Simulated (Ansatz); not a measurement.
**InSi₂H₆NClF: small, medium and large basis sets**

How large a basis does InSi₂H₆NClF need? Two functionals are run in growing sets.

Computed with Ansatz 0.2.0, Gaussian basis. Level: one geometry, several basis sets.

Levels to be run: PBE0-D4/def2-SVP; ωB97M-V/def2-SVP; PBE0-D4/def2-QZVPP; ωB97M-V/def2-QZVPP; the functionals' def2-TZVPP values are taken from earlier runs.

## Step 1: The relaxed structure

All runs share one geometry, relaxed beforehand with PBE0-D4/def2-TZVP. In takes the def2 core potential; no spin-orbit term is included.

SMILES `[F][In]([Cl])[N]([SiH3])[SiH3]`, 12 atoms, charge 0, spin multiplicity 1.

Atoms are counted from 1 here; the program's logs count them from 0.

Bond lengths: F1–In2 1.939 Å, In2–Cl3 2.288 Å, In2–N4 2.009 Å, N4–Si5 1.736 Å, N4–Si6 1.741 Å, Si5–H7 1.487 Å, Si5–H8 1.487 Å, Si5–H9 1.488 Å, Si6–H10 1.489 Å, Si6–H11 1.485 Å, Si6–H12 1.486 Å. Angles: F1–In2–Cl3 116.6°, F1–In2–N4 113.5°, Cl3–In2–N4 129.9°, In2–N4–Si5 119.9°, In2–N4–Si6 119.8°, Si5–N4–Si6 120.3°, N4–Si5–H7 111.2°, N4–Si5–H8 111.2°, N4–Si5–H9 107.8°, H7–Si5–H8 108.1°, H7–Si5–H9 109.2°, H8–Si5–H9 109.2°, N4–Si6–H10 106.7°, N4–Si6–H11 111.4°, N4–Si6–H12 111.5°, H10–Si6–H11 109.3°, H10–Si6–H12 109.3°, H11–Si6–H12 108.5°.

As a file:

```xyz
12
charge 0, multiplicity 1
F    -2.7676    0.1368    1.8227
In   -1.4004   -1.0077    1.0610
Cl   -1.5917   -3.2493    1.4762
N    -0.0118   -0.0061    0.0098
Si    1.2910   -0.8695   -0.7461
Si   -0.1228    1.7245   -0.1408
H     2.6096   -0.4173   -0.2275
H     1.2821   -0.6759   -2.2207
H     1.1162   -2.3154   -0.4422
H     1.0397    2.1585   -0.9633
H    -0.0622    2.3898    1.1860
H    -1.3822    2.1316   -0.8152
```

## Step 2: PBE0-D4 in def2-SVP

Contents of in.yaml:

```yaml
crystal:
  periodic: [false, false, false]
  atoms:
    - {symbol: F, position_ang: [-2.767624, 0.136824, 1.822722]}
    - {symbol: In, position_ang: [-1.400449, -1.007713, 1.061024]}
    - {symbol: Cl, position_ang: [-1.591655, -3.249286, 1.476171]}
    - {symbol: N, position_ang: [-0.011840, -0.006114, 0.009769]}
    - {symbol: Si, position_ang: [1.291045, -0.869512, -0.746053]}
    - {symbol: Si, position_ang: [-0.122760, 1.724494, -0.140773]}
    - {symbol: H, position_ang: [2.609582, -0.417252, -0.227450]}
    - {symbol: H, position_ang: [1.282147, -0.675936, -2.220692]}
    - {symbol: H, position_ang: [1.116211, -2.315425, -0.442207]}
    - {symbol: H, position_ang: [1.039695, 2.158544, -0.963297]}
    - {symbol: H, position_ang: [-0.062172, 2.389751, 1.185992]}
    - {symbol: H, position_ang: [-1.382171, 2.131605, -0.815207]}
basis:
  gaussian: {orbitals: def2-SVP}
hamiltonian: {xc: pbe0, dispersion: d4}
output: {orbitals: {seedname: orbitals}}
```

On the command line:

```console
ansatz run in.yaml --threads 2 --pin off --events-out ev --progress --plain --max-ram 22528MiB --backend cpu
```

The runs that follow: ωB97M-V in def2-SVP; PBE0-D4 in def2-QZVPP; ωB97M-V in def2-QZVPP.

Before running them: what should the planned runs give, taken together? Wanted: PBE0-D4: double and triple zeta above quadruple; ωB97M-V: double and triple zeta above quadruple.

The runs gave:

| quantity | value |
| --- | --- |
| PBE0-D4: double and triple zeta above quadruple | 16.81, 1.23 eV |
| ωB97M-V: double and triple zeta above quadruple | 16.86, 1.15 eV |

**Reading.** PBE0-D4 gains 15.58 eV from double to triple zeta, then 1.23 eV more. These are total energies; as a rule much of such shifts cancels in differences, which this series doesn't test.
